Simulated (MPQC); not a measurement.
**[SnH3]− (SMILES [H][Sn-]([H])[H]): levels of theory compared**

We compute a comparison of 5 runs (HF/STO-3G, HF/3-21G, B3LYP/3-21G, BLYP/3-21G, MP2/STO-3G) of [SnH3]−. 

The results are computed with MPQC 2.3.1.

4 further runs of the same task are left out: 4 set aside as unsound or not needed.

**1. Starting point**

[SnH3]− has 4 atoms, charge -1, and is taken as a singlet. As SMILES, `[H][Sn-]([H])[H]`. Geometry: a GFN2-xTB relaxation, a rough one for these elements and not checked as a minimum.

Bond lengths: Sn1–H2 1.948 Å, Sn1–H3 1.948 Å, Sn1–H4 1.949 Å. Angles: H2–Sn1–H3 93.3°, H2–Sn1–H4 93.4°, H3–Sn1–H4 93.5°.

**2. Energy and forces at HF/STO-3G (run 1)**

job.in

```
% H3Sn
molecule<Molecule>: (
    symmetry = c1
    unit = bohr
    { atoms geometry } = {
        Sn [ -0.01205645     0.01082813     1.49603948 ]
        H  [ 3.09497455    -0.06349480    -0.47554958 ]
        H  [ -1.48694990     2.70705157    -0.52989810 ]
        H  [ -1.59594930    -2.65438490    -0.49059180 ]
    }
)
basis<GaussianBasisSet>: (
    name = "STO-3G"
    molecule = $:molecule
    basisdir = "."
    puream = yes
)
mpqc: (
    checkpoint = no
    savestate = no
    restart = no
    do_energy = yes
    do_gradient = yes
    optimize = no
    mole<CLHF>: (
        molecule = $:molecule
        basis = $:basis
        total_charge = -1
        memory = 1000000000
        print_evals = yes
        maxiter = 120
        value_accuracy = 1e-08
    )
)
```

The basis set STO-3G is read from a file made from the Basis Set Exchange's data (not shown).

On the command line:

```bash
$ mpqc job.in > job.out
```

Log:

```text
MPQC: Massively Parallel Quantum Chemistry
[...]
  CLSCF::init: total charge = -1
[...]
  nbasis = 30
[...]
  iter     1 energy = -5964.2657768699 delta = 6.12115e-01
[...]
  LUMO is    28   A =   0.628950
  total scf energy = -5964.7885074468
[...]
Value of the MolecularEnergy: -5964.7885074468
  Gradient of the MolecularEnergy:
      1   -0.0007992762
      2    0.0006638030
      3    0.0923316503
      4    0.0531570690
      5   -0.0011974367
      6   -0.0304053566
      7   -0.0252015943
      8    0.0462647226
      9   -0.0313021251
     10   -0.0271561985
     11   -0.0457310889
     12   -0.0306241686
[...]
      symmetry = c1
[...]
```

It took 0.37 s on 1 thread of Arm Neoverse V1, shared host.

**3. Energy and gradient at HF/3-21G (run 2)**

run.in

```
% emacs should use -*- KeyVal -*- mode
molecule<Molecule>: (
  symmetry = c1
  unit = bohr
  { atoms geometry } = {
    Sn [ -0.01205645     0.01082813     1.49603948 ]
    H  [ 3.09497455    -0.06349480    -0.47554958 ]
    H  [ -1.48694990     2.70705157    -0.52989810 ]
    H  [ -1.59594930    -2.65438490    -0.49059180 ]
  }
)
basis<GaussianBasisSet>: (
  name = "3-21G"
  molecule = $:molecule
  basisdir = "."
  puream = yes
)
mpqc: (
  checkpoint = no
  savestate = no
  restart = no
  do_energy = yes
  do_gradient = yes
  optimize = no
  mole<CLHF>: (
    molecule = $:molecule
    basis = $:basis
    total_charge = -1
    memory = 1000000000
    print_evals = yes
    maxiter = 120
    value_accuracy = 1e-08
  )
)
```

The basis set 3-21G is read from a file made from the Basis Set Exchange's data (not shown).

On the command line:

```bash
$ mpqc -o run.out run.in
```

Log:

```text
MPQC: Massively Parallel Quantum Chemistry
[...]
  CLSCF::init: total charge = -1
[...]
  nbasis = 37
[...]
  iter     1 energy = -5996.5715418991 delta = 4.80616e-01
[...]
  LUMO is    28   A =   0.311704
  total scf energy = -5997.9737749660
[...]
Value of the MolecularEnergy: -5997.9737749660
  Gradient of the MolecularEnergy:
      1   -0.0002766486
      2    0.0002462484
      3    0.0319678019
      4    0.0166347194
      5   -0.0003624944
      6   -0.0105407102
      7   -0.0078506706
      8    0.0145040529
      9   -0.0108138051
     10   -0.0085074002
     11   -0.0143878069
     12   -0.0106132866
[...]
      symmetry = c1
[...]
```

Run time: 0.69 s. Hardware: 1 thread of Arm Neoverse V1, shared host.

Runs 3 to 4 aren't shown in full; the table further down has their settings and results.

**4. Energy and gradient at MP2/STO-3G (run 5)**

run.in

```
% H3Sn
molecule<Molecule>: (
  symmetry = c1
  unit = angstrom
  { atoms geometry } = {
    Sn [ -0.006380 0.005730 0.791670 ]
    H  [ 1.637790 -0.033600 -0.251650 ]
    H  [ -0.786860 1.432510 -0.280410 ]
    H  [ -0.844540 -1.404640 -0.259610 ]
  }
)
basis<GaussianBasisSet>: (
  name = "STO-3G"
  molecule = $:molecule
  basisdir = "."
  puream = yes
)
mpqc: (
  checkpoint = no
  savestate = no
  restart = no
  do_energy = yes
  do_gradient = yes
  optimize = no
  mole<MBPT2>: (
    molecule = $:molecule
    basis = $:basis
    memory = 1000000000
    method = mp
    nfzc = 18
    reference<CLHF>: (
      molecule = $:molecule
      basis = $:basis
      total_charge = -1
      memory = 1000000000
      print_evals = yes
      maxiter = 120
      value_accuracy = 1e-08
    )
  )
)
```

The basis set STO-3G is read from a file made from the Basis Set Exchange's data (not shown).

On the command line:

```bash
$ mpqc run.in > run.out
```

Log:

```text
MPQC: Massively Parallel Quantum Chemistry
[...]
  CLSCF::init: total charge = -1
[...]
  nbasis = 30
[...]
  iter     1 energy = -5964.2657770588 delta = 6.12115e-01
[...]
  LUMO is    28   A =   0.628950
  total scf energy = -5964.7885074951
[...]
  MP2 correlation energy [au]:         -0.042672909067
  MP2 energy [au]:                   -5964.831180404211
[...]
Value of the MolecularEnergy: -5964.8311804042
  Gradient of the MolecularEnergy:
      1   -0.0006790450
      2    0.0005621866
      3    0.0780271035
      4    0.0467685173
      5   -0.0010443139
      6   -0.0256825594
      7   -0.0221828455
      8    0.0407224810
      9   -0.0264700822
     10   -0.0239066268
     11   -0.0402403536
     12   -0.0258744619
[...]
        symmetry = c1
[...]
```

Run time: 1.1 s. Hardware: 1 thread of Arm Neoverse V1, shared host.

**5. All runs side by side**

| run | level | integration grid | frozen core orbitals | energy (Eh) | HOMO energy (eV) | LUMO energy (eV) | HOMO–LUMO gap (eV) | wall time |
| --- | --- | --- | --- | --- | --- | --- | --- | --- |
| 1 | HF/STO-3G | – | – | -5964.788507 | 2.68 | 17.11 | 14.44 | 0.37 s |
| 2 | HF/3-21G | – | – | -5997.973775 | -2.05 | 8.48 | 10.53 | 0.69 s |
| 3 | B3LYP/3-21G | xfine | – | -6000.624346 | 0.19 | 5.74 | 5.56 | 9.3 s |
| 4 | BLYP/3-21G | xfine | – | -6000.594789 | 1.09 | 5.38 | 4.29 | 10 s |
| 5 | MP2/STO-3G | – | 18 | -5964.831180 | 2.68 | 17.11 | 14.44 | 1.1 s |

**6. Results**

```
                                                    quantity           value
                                         run 5: total energy  -5964.83118 Eh
                  run 5: HOMO energy (Hartree–Fock orbitals)         2.68 eV
                  run 5: LUMO energy (Hartree–Fock orbitals)        17.11 eV
run 5: HOMO–LUMO gap (to an unbound level, set by the basis)        14.44 eV
         run 5: correlation energy (18 core orbitals frozen)       -42.7 mEh
                             run 5: largest force on an atom      4.013 eV/Å
```

In words: Over runs 1, 2, 3, 4 the HOMO–LUMO gap runs from 4.29 eV (BLYP/3-21G) to 14.44 eV (HF/STO-3G). The two ends differ in method and basis. The empty levels of an anion lie above zero and hang on the basis. Totals of different functionals can't be ranked against each other. In runs 1, 3, 4, 5 the HOMO lies above zero, so the outermost electron may be held by the basis alone. In runs 1, 5 the basis is minimal, so the values are rough. In runs 1, 2, 3, 4, 5 relativity is left out where basis or elements ask for it. All runs together took 22 s, the longest 10 s.
